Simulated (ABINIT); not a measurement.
Crystal: Ti3S2.

```xyz
5
Lattice="2.7131 1.5664 3.2376 -2.7131 1.5664 3.2376 0.0000 -3.1328 3.2376" Properties=species:S:1:pos:R:3 pbc="T T T"
Ti   -0.9107   -1.5555    3.2376
Ti    1.8024   -0.0109    3.2376
Ti   -0.8918    1.5664    3.2376
S     0.0000    0.0000    1.6302
S     0.0000    0.0000    8.0827
```

The cell comes from a database or a generator and needn't be the stable form of this composition.

Program: ABINIT 10.8.3 (patched build). Alike in all runs: task band structure; no spin polarisation; cell as given; smearing fermi-dirac 0.05 eV. Hardware: 4 MPI ranks on Arm Neoverse V2, with other jobs on the host.

Problem. Order these runs on this cell by their wall time, lowest first.
A. level TB-mBJ; potentials or basis JTH PAW LDA v2.0; k mesh 5 × 5 × 5; cutoff (eV) 653; fine-grid cutoff 1251.72 eV
B. level PBE; potentials or basis JTH PAW PBE v2.0; k mesh 6 × 6 × 6; cutoff (eV) 544; fine-grid cutoff 1088.46 eV
C. level r2SCAN; potentials or basis JTH PAW PBE v2.0; k mesh 6 × 6 × 6; cutoff (eV) 653; fine-grid cutoff 1251.72 eV

Solution. B (35 s), C (140 s), A (270 s).
